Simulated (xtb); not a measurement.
# GFN1-xTB run of C2H6GeS (SMILES C1[CH2][GeH2][S]1)

Aim: the energy change on altering one bond length of C2H6GeS at GFN1-xTB, from 2 runs. 

The calculation is run with xtb 6.7.1.

14 further runs of the same task are left out: 14 set aside as unsound or not needed.

### 1 The molecule

C2H6GeS has 10 atoms, charge 0, and is taken as a singlet. As SMILES, `C1[CH2][GeH2][S]1`. The shape comes from GFN2-xTB, which is rough for such elements, and wasn't checked as a minimum.

Bond lengths: C1–C2 1.535 Å, C2–Ge3 1.990 Å, C1–S4 1.850 Å, Ge3–S4 2.216 Å, C1–H5 1.088 Å, C1–H6 1.088 Å, C2–H7 1.090 Å, C2–H8 1.090 Å, Ge3–H9 1.518 Å, Ge3–H10 1.517 Å. Some angles: C1–C2–Ge3 95.8°, C2–C1–S4 104.7°, C2–Ge3–S4 79.2°, C1–S4–Ge3 80.2°, C1–C2–H7 111.8°, C1–C2–H8 111.7°, Ge3–C2–H7 114.7°, Ge3–C2–H8 114.5°, C2–C1–H5 113.3°, C2–C1–H6 113.3°.

### 2 Energy and gradient at GFN1-xTB

Contents of struc.xyz:

```xyz
10

C     -1.00832000     0.72830000    -0.25110000
C      0.40788000     0.32716000    -0.68533000
Ge     0.70527000    -0.98544000     0.78075000
S     -1.34539000    -0.29249000     1.25422000
H     -1.76833000     0.49907000    -0.99472000
H     -1.09316000     1.77723000     0.02341000
H      1.08882000     1.17764000    -0.68106000
H      0.41648000    -0.10325000    -1.68657000
H      0.83469000    -2.45313000     0.41579000
H      1.76205000    -0.67509000     1.82461000
```

Run with:

```
$ xtb struc.xyz --grad --gfn 1 | tee run.log
```

Log (excerpt; [...] marks lines left out):

```text
* xtb version 6.7.1
[...]
          :  # basis functions                  40          :
[...]
          :  # electrons                        24          :
[...]
          :  Hamiltonian                  GFN1-xTB          :
[...]
          :  net charge                          0          :
          :  unpaired electrons                  0          :
[...]
   *** convergence criteria satisfied after 13 iterations ***
[...]
         ::                     SUMMARY                     ::
         :::::::::::::::::::::::::::::::::::::::::::::::::::::
         :: total energy             -12.834990114979 Eh    ::
         :: gradient norm              0.019289693448 Eh/a0 ::
         :: HOMO-LUMO gap              5.208118360320 eV    ::
         ::.................................................::
         :: SCC energy               -12.941451779918 Eh    ::
         :: -> electrostatic           0.014474662506 Eh    ::
         :: repulsion energy           0.110080945590 Eh    ::
         :: dispersion energy         -0.003619280650 Eh    ::
         :: halogen bond corr.         0.000000000000 Eh    ::
         :: add. restraining           0.000000000000 Eh    ::
         :: total charge              -0.000000000000 e     ::
         :::::::::::::::::::::::::::::::::::::::::::::::::::::
[...]
        12        2.0000           -0.4171737             -11.3519 (HOMO)
        13                         -0.2257788              -6.1438 (LUMO)
[...]
     #   Z sym  total        # sym  WBO       # sym  WBO       # sym  WBO
 ---------------------------------------------------------------------------
     1   6 C    3.978 --     2 C    1.020     6 H    0.994     5 H    0.994
                             4 S    0.950
     2   6 C    3.979 --     1 C    1.020     3 Ge   0.957     7 H    0.956
                             8 H    0.956
     3  32 Ge   4.165 --     4 S    1.332     2 C    0.957     9 H    0.902
                            10 H    0.902
     4  16 S    2.385 --     3 Ge   1.332     1 C    0.950
     5   1 H    1.017 --     1 C    0.994
     6   1 H    1.017 --     1 C    0.994
     7   1 H    1.003 --     2 C    0.956
     8   1 H    1.003 --     2 C    0.956
     9   1 H    1.000 --     3 Ge   0.902
    10   1 H    1.000 --     3 Ge   0.902
[...]
          | TOTAL ENERGY              -12.834990114979 Eh   |
          | GRADIENT NORM               0.019289693448 Eh/α |
          | HOMO-LUMO GAP               5.208118360320 eV   |
           -------------------------------------------------
[...]
```

Standard error:

```text
normal termination of xtb
```

It took 0.059 s on 1 thread of Intel Xeon Platinum 8259CL at 2.50GHz (Skylake/Cascade Lake), shared host.

### 3 The distorted shape at the same level

Contents of .CHRG:

```
0
```

Contents of .UHF:

```
0
```

Contents of start.xyz:

```xyz
10

C     -1.00961000     0.79284300    -0.10095600
C      0.40659000     0.39170300    -0.53518600
Ge     0.70398000    -0.92089700     0.93089400
S     -1.34668000    -0.22794700     1.40436400
H     -1.76962000     0.56361300    -0.84457600
H     -1.09445000     1.84177300     0.17355400
H      1.08753000     1.24218300    -0.53091600
H      0.41648000    -0.10325000    -1.68657000
H      0.83340000    -2.38858700     0.56593400
H      1.76076000    -0.61054700     1.97475400
```

Run with:

```
$ xtb start.xyz --json --gfn 1 --grad | tee out.txt
```

Log (excerpt; [...] marks lines left out):

```text
* xtb version 6.7.1
[...]
          :  # basis functions                  40          :
[...]
          :  # electrons                        24          :
[...]
          :  Hamiltonian                  GFN1-xTB          :
[...]
          :  net charge                          0          :
          :  unpaired electrons                  0          :
[...]
   *** convergence criteria satisfied after 12 iterations ***
[...]
         ::                     SUMMARY                     ::
         :::::::::::::::::::::::::::::::::::::::::::::::::::::
         :: total energy             -12.824573753965 Eh    ::
         :: gradient norm              0.080431950639 Eh/a0 ::
         :: HOMO-LUMO gap              5.212164242764 eV    ::
         ::.................................................::
         :: SCC energy               -12.918972608433 Eh    ::
         :: -> electrostatic           0.014107054009 Eh    ::
         :: repulsion energy           0.098013464360 Eh    ::
         :: dispersion energy         -0.003614609892 Eh    ::
         :: halogen bond corr.         0.000000000000 Eh    ::
         :: add. restraining           0.000000000000 Eh    ::
         :: total charge               0.000000000000 e     ::
         :::::::::::::::::::::::::::::::::::::::::::::::::::::
[...]
        12        2.0000           -0.4169494             -11.3458 (HOMO)
        13                         -0.2254059              -6.1336 (LUMO)
[...]
          | TOTAL ENERGY              -12.824573753965 Eh   |
          | GRADIENT NORM               0.080431950639 Eh/α |
          | HOMO-LUMO GAP               5.212164242764 eV   |
           -------------------------------------------------
[...]
```

Standard error:

```text
normal termination of xtb
```

It took 0.055 s on 1 thread of Intel Xeon Platinum 8259CL at 2.50GHz (Skylake/Cascade Lake), shared host.

### 4 What came out

Level: GFN1-xTB.

| quantity | value |
| --- | --- |
| first shape: total energy | -12.83499 Eh |
| first shape: dipole moment | 2.02 D |
| first shape: HOMO energy | -11.35 eV |
| first shape: LUMO energy | -6.14 eV |
| first shape: HOMO–LUMO gap | 5.21 eV |
| first shape: dispersion energy | -9.50 kJ/mol |
| first shape: largest force on an atom | 0.469 eV/Å |
| distorted shape: total energy | -12.82457 Eh |
| distorted shape: dipole moment | 1.89 D |
| distorted shape: HOMO energy | -11.35 eV |
| distorted shape: LUMO energy | -6.13 eV |
| distorted shape: HOMO–LUMO gap | 5.21 eV |
| distorted shape: dispersion energy | -9.49 kJ/mol |
| distorted shape: largest force on an atom | 3.072 eV/Å |
| energy change with the C2–H8 bond stretched from 1.090 to 1.253 Å | 0.283 eV |

What this shows: With the C2–H8 bond stretched from 1.090 to 1.253 Å the energy rises by 0.28 eV (6.5 kcal/mol). The first shape isn't relaxed at this level, so the change isn't measured from a minimum. The largest force (first shape) is 0.47 eV/Å: the shape isn't a stationary point for this species at this level.
